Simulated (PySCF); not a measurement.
# C2H2B2: the cost of one run

Method: relaxation, b3lyp, aug-cc-pvtz, and further levels as typed in the inputs, in PySCF 2.14.0.

## 1. The starting structure

Bond lengths: C1–C2 1.440 Å, C1–B3 1.443 Å, C2–B3 1.443 Å, C1–B4 1.443 Å, C2–B4 1.443 Å, B3–H5 1.180 Å, B4–H6 1.180 Å. Angles: C1–C2–B3 60.1°, C1–C2–B4 60.1°, B3–C2–B4 120.1°, C2–C1–B3 60.1°, C2–C1–B4 60.1°, B3–C1–B4 120.1°, C1–B3–C2 59.9°, C1–B3–H5 150.1°, C2–B3–H5 150.1°, C1–B4–C2 59.9°, C1–B4–H6 150.1°, C2–B4–H6 150.1°.

Coordinates:

```xyz
6

C     0.7200    0.0000    0.0000
C    -0.7200    0.0000    0.0000
B     0.0000    1.2500    0.0000
B     0.0000   -1.2500    0.0000
H     0.0000    2.4300    0.0000
H     0.0000   -2.4300    0.0000
```

## 2. Relaxation: C2H2B2

run.py

```python
from pyscf import gto, dft
from pyscf.geomopt.geometric_solver import optimize
mol = gto.M(atom="mol.xyz", basis="aug-cc-pvtz", verbose=4)
mf = dft.RKS(mol, xc="b3lyp").density_fit().run(conv_tol=1e-9)
m = optimize(mf, maxsteps=60)
print("optimised structure (A):")
for k in range(m.natm): print(m.atom_symbol(k), *(f"{x:.8f}" for x in m.atom_coords(unit="A")[k]))
```

Command:

```sh
> python run.py
```

**Question.** How long does this run take on 4 threads of Intel Xeon Platinum 8488C (Sapphire Rapids), shared host?

About 32 s.
